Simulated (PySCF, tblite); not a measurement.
# C₄H₁₂GaNO: geometry, infrared bands and NMR shifts

What infrared bands and NMR shifts should C₄H₁₂GaNO (`C=CC[C@@H](O)[GaH2-][NH3+]`) show?

Programs: tblite 0.8.0 and PySCF 2.14.0, with density-fitted response routines of our own. Each step states its level of theory. These are calculated values for one molecule in the gas phase, unless marked as measured. Atoms count from 0, in the outputs and in this text.

## (1) The starting structure

19 atoms, charge 0, multiplicity 1; geometry from: force field or distance geometry start.

Bonds of the start (Å): C0–C1 1.31, C1–C2 1.48, C2–C3 1.51, C3–O4 1.41, C3–Ga5 2.00, Ga5–N6 1.91, C0–H7 1.11, C0–H8 1.10, C1–H9 1.10, C2–H10 1.11, C2–H11 1.12, C3–H12 1.11, O4–H13 0.98, Ga5–H14 1.62, Ga5–H15 1.61, N6–H16 1.05, N6–H17 1.03, N6–H18 1.04.

## (2) Optimising the geometry with GFN2-xTB

Job settings and geometry (Å):

```
{"job": {"kind": "relax", "xc": "GFN2-xTB", "basis": "xTB"}, "charge": 0, "multiplicity": 1}
C     -2.217200     1.461600    -0.655700
C     -1.957800     0.383700     0.051300
C     -1.340300    -0.854700    -0.462600
C     -0.045800    -1.067100     0.276100
O      0.589800    -2.241500    -0.161300
Ga     1.100800     0.497100    -0.193800
N      2.785600     0.405100     0.697300
H     -2.674800     2.326300    -0.125100
H     -2.007100     1.521000    -1.734600
H     -2.204600     0.416100     1.123600
H     -2.012800    -1.739700    -0.409300
H     -1.112500    -0.705700    -1.545200
H     -0.232100    -1.073100     1.370300
H      0.410000    -2.934700     0.513700
H      0.348500     1.831800     0.333200
H      1.272500     0.602800    -1.789300
H      2.903600    -0.546600     1.117700
H      2.800300     1.062400     1.494700
H      3.584200     0.664400     0.091700
```

Started as:

```console
$ OMP_NUM_THREADS=1 python probes_run.py task.json out
```

The driver reads the jobs from task.json and runs them one after another.

The program printed:

```text
step      E/eV     max force
  0    -619.56537    2.910
  1    -619.83864    2.077
  2    -619.99386    1.059
  3    -620.07966    0.880
  4    -620.13253    0.699
  5    -620.17615    0.650
  6    -620.21629    0.463
  7    -620.24548    0.409
  8    -620.27179    0.411
  9    -620.29165    0.347
 10    -620.31553    0.383
 11    -620.34460    0.416
 12    -620.37460    0.381
 13    -620.39856    0.462
 14    -620.41635    0.430
 15    -620.43324    0.282
 16    -620.44801    0.397
 17    -620.45557    0.763
 18    -620.46736    0.317
 19    -620.47406    0.189
 20    -620.48298    0.233
 21    -620.49248    0.284
 22    -620.50554    0.286
 23    -620.51782    0.259
 24    -620.52896    0.236
 25    -620.53850    0.256
 26    -620.54677    0.184
 27    -620.55301    0.163
 28    -620.55907    0.165
 29    -620.56744    0.256
 30    -620.57754    0.318
 31    -620.57860    0.746
 32    -620.59260    0.218
 33    -620.59774    0.186
 34    -620.60580    0.190
 35    -620.61049    0.236
 36    -620.61744    0.193
 37    -620.62153    0.128
 38    -620.62455    0.103
 39    -620.62680    0.143
 40    -620.62912    0.149
 41    -620.63073    0.122
 42    -620.63201    0.118
 43    -620.63343    0.105
 44    -620.63516    0.143
 45    -620.63680    0.120
 46    -620.63803    0.091
 47    -620.63896    0.104
 48    -620.64009    0.101
 49    -620.64159    0.128
 50    -620.64323    0.096
 51    -620.64470    0.084
 52    -620.64606    0.079
 53    -620.64759    0.088
 54    -620.64942    0.129
 55    -620.65161    0.167
 56    -620.65386    0.157
 57    -620.65589    0.099
 58    -620.65751    0.100
 59    -620.65944    0.112
 60    -620.66196    0.121
 61    -620.66408    0.135
 62    -620.66615    0.105
 63    -620.66801    0.095
 64    -620.66971    0.095
 65    -620.67125    0.094
 66    -620.67226    0.076
 67    -620.67290    0.052
 68    -620.67345    0.077
 69    -620.67407    0.083
 70    -620.67475    0.071
 71    -620.67536    0.062
 72    -620.67577    0.043
 73    -620.67619    0.058
 74    -620.67662    0.054
 75    -620.67697    0.034
 76    -620.67720    0.035
 77    -620.67737    0.032
 78    -620.67755    0.035
 79    -620.67779    0.035
 80    -620.67812    0.039
 81    -620.67852    0.047
 82    -620.67896    0.051
 83    -620.67946    0.052
 84    -620.68001    0.053
 85    -620.68052    0.040
 86    -620.68091    0.042
 87    -620.68120    0.037
 88    -620.68149    0.044
 89    -620.68185    0.052
 90    -620.68219    0.052
 91    -620.68245    0.045
 92    -620.68261    0.041
 93    -620.68273    0.030
 94    -620.68283    0.022
 95    -620.68289    0.019
 96    -620.68292    0.016
 97    -620.68295    0.018
 98    -620.68300    0.016
 99    -620.68306    0.022
100    -620.68312    0.020
101    -620.68316    0.022
102    -620.68321    0.020
103    -620.68326    0.016
104    -620.68330    0.016
105    -620.68333    0.009
```

Wall time 1.2 s (1 thread of Arm Neoverse N1, shared host); peak memory 0.18 GiB.

The steps of the relaxation: (not every step is listed)

```
step  energy from step 0 (eV)  largest force (eV/Å)
   0                   0.0000                2.9103
   1                  -0.2733                2.0775
   2                  -0.4285                1.0589
   3                  -0.5143                0.8804
   4                  -0.5672                0.6994
   5                  -0.6108                0.6500
   6                  -0.6509                0.4629
   7                  -0.6801                0.4094
   8                  -0.7064                0.4113
  17                  -0.8902                0.7632
  26                  -0.9814                0.1837
  35                  -1.0451                0.2356
  44                  -1.0698                0.1431
  53                  -1.0822                0.0877
  62                  -1.1008                0.1051
  71                  -1.1100                0.0619
  80                  -1.1128                0.0387
  89                  -1.1165                0.0520
  98                  -1.1176                0.0157
 100                  -1.1178                0.0200
 101                  -1.1178                0.0218
 102                  -1.1178                0.0201
 103                  -1.1179                0.0161
 104                  -1.1179                0.0156
 105                  -1.1180                0.0092
```

Distances of close pairs at the start and the end, largest changes first:

```
   bond  before (Å)  after (Å)  change (Å)
 Ga5–N6       1.908      2.133      +0.225
Ga5–H14       1.620      1.552      -0.068
Ga5–H15       1.608      1.552      -0.056
  C3–O4       1.405      1.450      +0.044
 C3–Ga5       1.996      2.037      +0.041
  C0–H7       1.113      1.078      -0.035
  C2–C3       1.505      1.538      +0.032
 N6–H16       1.047      1.022      -0.026
```

The end geometry stands in the next job.

## (3) Infrared spectrum with GFN2-xTB

Job settings and geometry (Å):

```
{"job": {"kind": "ir", "xc": "GFN2-xTB", "basis": "xTB"}, "charge": 0, "multiplicity": 1}
C     -2.135361     1.364894    -0.679885
C     -2.293447     0.211390    -0.051586
C     -1.402962    -0.964946    -0.298744
C     -0.124304    -0.764948     0.531862
O      0.865836    -1.773081     0.208696
Ga     0.902908     0.860170    -0.141213
N      2.840785     0.276504     0.533754
H     -2.748863     2.225190    -0.467569
H     -1.396347     1.474155    -1.469816
H     -3.043041     0.101602     0.722051
H     -1.905132    -1.904382    -0.037192
H     -1.115719    -0.996848    -1.355457
H     -0.388624    -0.876136     1.597207
H      0.443092    -2.640663     0.207784
H      0.829038     2.285668     0.468691
H      1.227165     0.783257    -1.656914
H      2.814154    -0.716169     0.294106
H      2.996404     0.353792     1.537482
H      3.624615     0.709802     0.049283
```

The program printed:

```text
mode    cm-1     km/mol
  1      64.5      1.81
  2      65.6     10.77
  3     106.2      8.96
  4     117.7      9.55
  5     126.9      0.13
  6     144.4      1.69
  7     190.2      9.72
  8     268.5      6.21
  9     305.9     54.09
 10     322.5      6.96
 11     347.9      6.71
 12     405.1     13.12
 13     418.1    143.55
 14     441.4    110.81
 15     472.9     13.58
 16     521.3    138.91
 17     559.3    136.17
 18     611.5    325.40
 19     648.1      2.18
 20     714.1    418.10
 21     876.6     15.74
 22     907.5      5.38
 23     964.4     15.22
 24     978.5     48.52
 25     997.3     35.03
 26    1023.6      6.84
 27    1049.3     21.00
 28    1146.5     16.56
 29    1184.5     13.27
 30    1208.4    289.23
 31    1250.3     16.70
 32    1275.4     17.24
 33    1297.2     11.50
 34    1320.3      6.41
 35    1384.3      1.29
 36    1468.7     33.70
 37    1477.3      1.79
 38    1478.8     44.89
 39    1664.8    173.48
 40    1692.3     10.77
 41    1723.0    695.72
 42    2799.0    111.44
 43    2902.9     96.78
 44    2925.8     30.95
 45    2982.8     42.62
 46    3047.4     50.98
 47    3106.2     39.05
 48    3317.1     35.31
 49    3360.4     22.44
 50    3373.5      8.41
 51    3493.5     13.13
```

Run time: 1.1 s. Hardware: 1 thread of Arm Neoverse N1, shared host; peak memory 0.18 GiB.

Which atoms move in the most intense modes:

```
cm⁻¹  km/mol                                   atoms
 418   143.6             H13 45 %, O4 15 %, H18 12 %
 521   138.9                       C3 45 %, Ga5 11 %
 559   136.2  H14 48 %, H16 16 %, H15 11 %, H17 11 %
 612   325.4                      H15 68 %, H14 20 %
 714   418.1                      H15 52 %, H14 44 %
1208   289.2   H16 32 %, H18 26 %, H17 26 %, N6 15 %
1665   173.5                      H15 56 %, H14 43 %
1723   695.7                      H14 55 %, H15 42 %
```

## (4) Nuclear shieldings: PBE0/pcSseg-1

Settings changed since step 3:

```diff
@@ -1,2 +1,2 @@
-{"job": {"kind": "ir", "xc": "GFN2-xTB", "basis": "xTB"}, "charge": 0, "multiplicity": 1}
+{"job": {"kind": "nmr", "xc": "PBE0", "basis": "pcSseg-1"}, "charge": 0, "multiplicity": 1}
 C     -2.135361     1.364894    -0.679885
```

Method: GIAO PBE0/pcSseg-1 NMR shielding, non-relativistic, gas phase.

The program printed:

```text
coarse grid: 68104 points
cycle   1  E = -2213.4746394950  dE =  1.164e-02  |g| = 1.109e+00  |ddm| = 3.821e+00
cycle   2  E = -2213.3907528720  dE =  8.389e-02  |g| = 1.327e+00  |ddm| = 1.477e+00
cycle   3  E = -2213.6114809175  dE = -2.207e-01  |g| = 1.438e-01  |ddm| = 9.664e-01
cycle   4  E = -2213.6147685304  dE = -3.288e-03  |g| = 6.210e-02  |ddm| = 1.501e-01
cycle   5  E = -2213.6153912582  dE = -6.227e-04  |g| = 1.081e-02  |ddm| = 4.805e-02
cycle   6  E = -2213.6154101792  dE = -1.892e-05  |g| = 4.244e-03  |ddm| = 1.254e-02
cycle   7  E = -2213.6154144963  dE = -4.317e-06  |g| = 1.129e-03  |ddm| = 3.997e-03
final grid: 144792 points
cycle   8  E = -2213.6154108886  dE =  4.376e-07  |g| = 1.823e-03  |ddm| = 2.866e-03
cycle   9  E = -2213.6154092215  dE =  1.667e-06  |g| = 3.146e-03  |ddm| = 3.697e-03
cycle  10  E = -2213.6154117069  dE = -2.485e-06  |g| = 1.528e-04  |ddm| = 2.373e-03
cycle  11  E = -2213.6154117113  dE = -4.396e-09  |g| = 3.049e-05  |ddm| = 1.411e-04
cycle  12  E = -2213.6154117114  dE = -1.237e-10  |g| = 3.797e-06  |ddm| = 2.628e-05
converged SCF energy = -2213.6154117114

GIAO shielding tensors (ppm)
atom      isotropic    diamagn.    paramagn.     s11        s22        s33       span
  0 C       60.267     255.549    -195.282    -56.600     78.845    158.555    215.155
  1 C       41.515     258.197    -216.682    -83.096     45.988    161.653    244.749
  2 C      140.139     251.282    -111.143    117.088    144.400    158.930     41.842
  3 C      111.213     251.666    -140.453     79.652     95.432    158.555     78.903
  4 O      282.745     391.558    -108.813    232.935    281.534    333.765    100.831
  5 Ga    1506.067    2638.847   -1132.780   1431.032   1516.371   1570.798    139.766
  6 N      242.728     318.368     -75.640    224.598    247.146    256.441     31.843
  7 H       26.226      28.949      -2.723     23.468     25.819     29.390      5.922
  8 H       25.870      31.743      -5.873     20.891     25.640     31.080     10.189
  9 H       25.309      31.114      -5.804     22.648     26.261     27.020      4.373
 10 H       29.251      31.950      -2.699     26.263     27.229     34.260      7.997
 11 H       28.732      32.924      -4.191     26.474     27.774     31.950      5.476
 12 H       27.730      33.950      -6.220     24.428     27.658     31.104      6.676
 13 H       31.254      33.636      -2.382     21.739     28.154     43.869     22.129
 14 H       27.343      30.244      -2.901     20.144     23.904     37.980     17.836
 15 H       27.482      30.873      -3.391     21.210     24.094     37.143     15.933
 16 H       28.086      30.704      -2.618     19.181     27.670     37.408     18.226
 17 H       30.085      29.660       0.424     23.549     25.711     40.994     17.445
 18 H       30.023      28.435       1.587     23.239     25.292     41.537     18.298
```

Wall time 66 s (1 thread of Arm Neoverse N1, shared host); peak memory 0.85 GiB.

Shifts follow as δ = σ(reference) − σ, with reference shieldings (ppm) from runs at the same level and on the same kind of geometry: 1H TMS 31.72, 13C TMS 186.9, 15N NH3 267.7, 17O H2O 336.1. The references are single molecules in the gas phase, so shifts against H2O, NH3, PH3, H3PO4 or CFCl3 are not on the usual liquid scales and can be off by tens of ppm. Atoms listed in one row are averaged.

```
        atoms                                     environment  σ (ppm)  δ (ppm)
           C1                                       alkene CH     41.5    145.4
           C0                            terminal =CH2 carbon     60.3    126.7
           C3                       sp3 CH bonded to Ga and O    111.2     75.7
           C2                                 allylic sp3 CH2    140.1     46.8
           H9                        hydrogen on an alkene CH    25.31     6.41
           H8              hydrogen on a terminal =CH2 carbon    25.87     5.85
           H7              hydrogen on a terminal =CH2 carbon    26.23     5.49
          H14                 hydrogen on a Ga bonded to C, N    27.34     4.37
          H15                 hydrogen on a Ga bonded to C, N    27.48     4.23
          H12        hydrogen on an sp3 CH bonded to Ga and O    27.73     3.99
          H11                  hydrogen on an allylic sp3 CH2    28.73     2.98
          H10                  hydrogen on an allylic sp3 CH2    29.25     2.47
H16, H17, H18  hydrogen on a donor nitrogen of a Lewis adduct    29.40     2.32
          H13                   hydrogen on an alcohol oxygen    31.25     0.46
           O4                                  alcohol oxygen    282.7     53.3
          Ga5                          Ga bonded to C, N, 2 H     1506        –
           N6                donor nitrogen of a Lewis adduct    242.7     25.0
```

Charges from the same density, by scheme (e):

```
atoms  Mulliken    IAO  Hirshfeld  ESP fit
   C0     -0.16  -0.31      -0.10    -0.46
   C1     -0.24  -0.12      -0.03    -0.13
   C2     -0.17  -0.27      -0.09    -0.22
   C3     -0.28  -0.18      -0.08    -0.03
   O4     -0.49  -0.57      -0.23    -0.60
  Ga5      0.54   0.37       0.25     0.40
   N6     -0.50  -0.58      -0.17    -0.52
```

Mayer bond orders: C0–C1 1.96, C1–C2 1.03, C2–C3 1.01, C3–O4 0.84, C3–Ga5 0.68, Ga5–N6 0.32.

## (5) What came out

| quantity | value |
| --- | --- |
| strongest single infrared mode (GFN2-xTB) | 1723 cm⁻¹, 696 km/mol |
| zero-point energy (GFN2-xTB) | 92.2 kcal/mol |
| 13C shifts against TMS (PBE0/pcSseg-1) | 145.4, 126.7, 75.7, 46.8 ppm |
| 1H shifts against TMS (PBE0/pcSseg-1, means over atoms taken as alike) | 6.41, 5.85, 5.49, 4.37, 4.23, 3.99, 2.98, 2.47, 2.32, 0.46 ppm |
| 17O shifts against H2O (PBE0/pcSseg-1) | 53.3 ppm |
| 15N shifts against NH3 (PBE0/pcSseg-1) | 25.0 ppm |
| shieldings of Ga (PBE0/pcSseg-1) | Ga5 1506.1 ppm |

In words: The optimisation took 105 steps and gained 1.118 eV; among the close pairs (by a distance rule), Ga5–N6 changed most, from 1.908 to 2.133 Å. All 51 modes are real, so the xTB geometry is a minimum. The strongest single mode, at 1723 cm⁻¹, moves mainly H14 and H15. GFN2-xTB is a fitted tight-binding method: band positions and strengths are rough. Its intensities can rank the bands wrongly. The most deshielded carbon is C1 (alkene CH), at 145.4 ppm: the olefinic region. The most deshielded hydrogen is H9 (hydrogen on an alkene CH), at 6.41 ppm: olefinic region. At PBE0/pcSseg-1: Shielding is most anisotropic at C1 (span 245 ppm, paramagnetic term -217 ppm). Spin-orbit coupling is left out, which matters for shieldings and couplings at and beside the heavy atoms.
